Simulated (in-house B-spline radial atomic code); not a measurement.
# Pd¹²⁺: excited configurations

How much energy does it take to promote electrons of Pd¹²⁺ to other shells? Each configuration is solved by itself and compared with the reference.

Method: Dirac-Hartree-Fock, average of configuration, Fermi nucleus, basis-set limit. Code: in-house B-spline radial atomic code version 1.

**1. Starting point**

| Quantity | Value |
| --- | --- |
| element | palladium (Z = 46) |
| charge | +12 |
| electrons | 34 |
| configuration | [Ar] 3d10 4s2 4p4 |
| Hamiltonian | Dirac-Coulomb |
| nucleus | Fermi, rms radius 4.532 fm |

Outer shells as boxes (Hund's rule):

[Ar] 3d10 4s2 4p4
```
[Ar] core
3d [↑↓][↑↓][↑↓][↑↓][↑↓]
4s [↑↓]
4p [↑↓][↑ ][↑ ]
```

The boxes draw the filling by Hund's rule, which heavy ions in jj coupling don't follow; these runs average over all states of the configuration.

Settings, as recorded:

```ini
Z = 46
electrons = 34.0
configuration = [Ar] 3d10 4s2 4p4
hamiltonian = dirac
method = hf
spin_polarised = False
nucleus = fermi
rms_radius = 4.5318
mass_number = 106
atomic_mass = 105.903480287
speed_of_light = 137.035999084
```

This reference run was done before. Its total energy is -4997.718295 hartree, and its levels are (the highest eight at most):

```
orbital  occupation  energy (eV)  <r> (bohr)
  3s1/2           2      -953.61      0.3749
  3p1/2           2      -843.17      0.3678
  3p3/2           4      -813.97      0.3780
  3d3/2           4      -621.02      0.3511
  3d5/2           6      -615.26      0.3544
  4s1/2           2      -330.72      0.8671
  4p1/2     1.33333      -292.35      0.8992
  4p3/2     2.66667      -286.25      0.9170
```

**2. Run with [Ne] 3s2 3p5 3d10 4s2 4p4 7g1**

Settings, as recorded:

```ini
Z = 46
electrons = 34.0
configuration = [Ne] 3s2 3p5 3d10 4s2 4p4 7g1
hamiltonian = dirac
method = hf
spin_polarised = False
nucleus = fermi
rms_radius = 4.5318
mass_number = 106
atomic_mass = 105.903480287
speed_of_light = 137.035999084
```

**3. [Ar] 3d10 4s2 4p3 6p1**

Settings: those of step 2 with these lines changed.

```diff
@@ -2,3 +2,3 @@
 electrons = 34.0
-configuration = [Ne] 3s2 3p5 3d10 4s2 4p4 7g1
+configuration = [Ar] 3d10 4s2 4p3 6p1
 hamiltonian = dirac
```

**4. [Ne] 3s2 3p5 3d10 4s2 4p4 4d1**

Settings: those of step 3 with these lines changed.

```diff
@@ -2,3 +2,3 @@
 electrons = 34.0
-configuration = [Ar] 3d10 4s2 4p3 6p1
+configuration = [Ne] 3s2 3p5 3d10 4s2 4p4 4d1
 hamiltonian = dirac
```

**5. Run with [Ar] 3d9 4s2 4p4 7p1**

Settings: those of step 4 with these lines changed.

```diff
@@ -2,3 +2,3 @@
 electrons = 34.0
-configuration = [Ne] 3s2 3p5 3d10 4s2 4p4 4d1
+configuration = [Ar] 3d9 4s2 4p4 7p1
 hamiltonian = dirac
```

**6. [Ar] 3d10 4s1 4p4 8p1**

Settings: those of step 5 with these lines changed.

```diff
@@ -2,3 +2,3 @@
 electrons = 34.0
-configuration = [Ar] 3d9 4s2 4p4 7p1
+configuration = [Ar] 3d10 4s1 4p4 8p1
 hamiltonian = dirac
```

Q: How far above the reference does each configuration lie (order and size, in eV)?

As calculated:

| net move | configuration | energy above the reference (eV) | with Breit, QED, recoil (eV) | largest <r> (bohr) |
| --- | --- | --- | --- | --- |
| 4p → 6p | [Ar] 3d10 4s2 4p3 6p1 | 193.19 | 193.07 | 2.77 |
| 4s → 8p | [Ar] 3d10 4s1 4p4 8p1 | 282.50 | 282.25 | 5.52 |
| 3d → 7p | [Ar] 3d9 4s2 4p4 7p1 | 545.57 | 545.43 | 4.01 |
| 3p → 4d | [Ne] 3s2 3p5 3d10 4s2 4p4 4d1 | 585.86 | 585.08 | 0.973 |
| 3p → 7g | [Ne] 3s2 3p5 3d10 4s2 4p4 7g1 | 770.52 | 769.72 | 4.77 |

Quantum defects of the promoted electron, δ = n − ζ/√(−2ε) with ζ = 13 and ε its orbital energy in hartree:

| promotion | δ |
| --- | --- |
| 4p → 6p | 1.070 |
| 4s → 8p | 1.056 |
| 3d → 7p | 1.081 |
| 3p → 7g | 0.055 |

The energies run from 193.19 eV (4p → 6p) to 770.52 eV (3p → 7g). 3 of them lie more than 2 % above the ionisation threshold that Koopmans' theorem gives (286.25 eV), where such states can decay by emitting an electron. Of those tabulated, the defect is largest for 7p (1.08) and least for 7g (0.06): low angular momentum penetrates the core, high angular momentum stays outside it. Two partly filled shells share a symmetry and can mix in the average, which may lower the energy, for: 4p → 6p; 4s → 8p; 3d → 7p; 3p → 4d; 3p → 7g. These are averages over configurations, without correlation, not spectroscopic levels.
